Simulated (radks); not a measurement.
# Ionisation of Pr⁴³⁺: one atom, several choices of exchange strength α

Aim: the ionisation energy of Pr⁴³⁺ ([Ne] 3s2 3p4) to Pr⁴⁴⁺ ([Ne] 3s2 3p3) for each choice of exchange strength α, and which comes nearest the tabulated value.

The numbers are computed with radks (a radial shooting solver on a logarithmic mesh, Libxc functionals) version 1 (scalar-relativistic Kohn-Sham, spin-polarised, spherical densities, point nucleus; open shells are filled with parallel spins first), except any that are marked as measured or tabulated.

## (1) The system

- element: praseodymium (Z = 59)
- charge: +43
- electrons: 16
- configuration: [Ne] 3s2 3p4
- ion: Pr⁴⁴⁺, [Ne] 3s2 3p3
- choices: α = 0.553; α = 0.667; α = 0.732; α = 0.826; α = 0.926

Outer shells as boxes (Hund's rule):

Pr⁴³⁺
```
[Ne] core
3s [↑↓]
3p [↑↓][↑ ][↑ ]
```

Pr⁴⁴⁺
```
[Ne] core
3s [↑↓]
3p [↑ ][↑ ][↑ ]
```

## (2) α = 0.553: Pr⁴³⁺

Input:

```text
Z 59
configuration [Ne] 3s2 3p4
relativity scalar-relativistic
functional xalpha 0.553
spin polarised
nucleus point
c 137.035999084
```

## (3) α = 0.553: Pr⁴⁴⁺

Input:

```text
Z 59
configuration [Ne] 3s2 3p3
relativity scalar-relativistic
functional xalpha 0.553
spin polarised
nucleus point
c 137.035999084
```

## (4) α = 0.667: Pr⁴³⁺

Input:

```text
Z 59
configuration [Ne] 3s2 3p4
relativity scalar-relativistic
functional xalpha 0.667
spin polarised
nucleus point
c 137.035999084
```

## (5) α = 0.667: Pr⁴⁴⁺

Input:

```text
Z 59
configuration [Ne] 3s2 3p3
relativity scalar-relativistic
functional xalpha 0.667
spin polarised
nucleus point
c 137.035999084
```

## (6) α = 0.732: Pr⁴³⁺

Input:

```text
Z 59
configuration [Ne] 3s2 3p4
relativity scalar-relativistic
functional xalpha 0.732
spin polarised
nucleus point
c 137.035999084
```

## (7) α = 0.732: Pr⁴⁴⁺

Input:

```text
Z 59
configuration [Ne] 3s2 3p3
relativity scalar-relativistic
functional xalpha 0.732
spin polarised
nucleus point
c 137.035999084
```

## (8) α = 0.826: Pr⁴³⁺

Input:

```text
Z 59
configuration [Ne] 3s2 3p4
relativity scalar-relativistic
functional xalpha 0.826
spin polarised
nucleus point
c 137.035999084
```

## (9) α = 0.826: Pr⁴⁴⁺

Input:

```text
Z 59
configuration [Ne] 3s2 3p3
relativity scalar-relativistic
functional xalpha 0.826
spin polarised
nucleus point
c 137.035999084
```

## (10) α = 0.926: Pr⁴³⁺

Input:

```text
Z 59
configuration [Ne] 3s2 3p4
relativity scalar-relativistic
functional xalpha 0.926
spin polarised
nucleus point
c 137.035999084
```

## (11) α = 0.926: Pr⁴⁴⁺

Input:

```text
Z 59
configuration [Ne] 3s2 3p3
relativity scalar-relativistic
functional xalpha 0.926
spin polarised
nucleus point
c 137.035999084
```

What does the calculation give? Wanted: for each run, exchange strength α; E(Pr⁴³⁺); Δ-SCF; −ε(HOMO); <r> HOMO; error.

As calculated:

| exchange strength α | E(Pr⁴³⁺) (hartree) | Δ-SCF (eV) | −ε(HOMO) (eV) | <r> HOMO (bohr) | error (eV) |
| --- | --- | --- | --- | --- | --- |
| α = 0.553 | -7540.1244 | 3428.0 | 3384.0 | 0.2423 | +8.96 |
| α = 0.667 | -7560.1251 | 3444.1 | 3401.0 | 0.2417 | +25.13 |
| α = 0.732 | -7571.5450 | 3453.4 | 3410.7 | 0.2414 | +34.38 |
| α = 0.826 | -7588.0806 | 3466.8 | 3424.8 | 0.2408 | +47.77 |
| α = 0.926 | -7605.6985 | 3481.0 | 3439.8 | 0.2403 | +62.04 |

In words: The NIST Atomic Spectra Database lists 3419 eV (theoretical). Nearest is α = 0.553 (+8.96 eV off), farthest α = 0.926 (+62.04 eV). The ionisation energies span 53.08 eV, the total energies of Pr⁴³⁺ 1784 eV: most of the change in the total cancels in the difference. α = 2/3 is LDA exchange; there is no correlation term. The central value is not crossed in this range. Open shells are spherical and high-spin; term and fine-structure splittings are not resolved. Spin-orbit splitting is averaged out at the scalar-relativistic level.
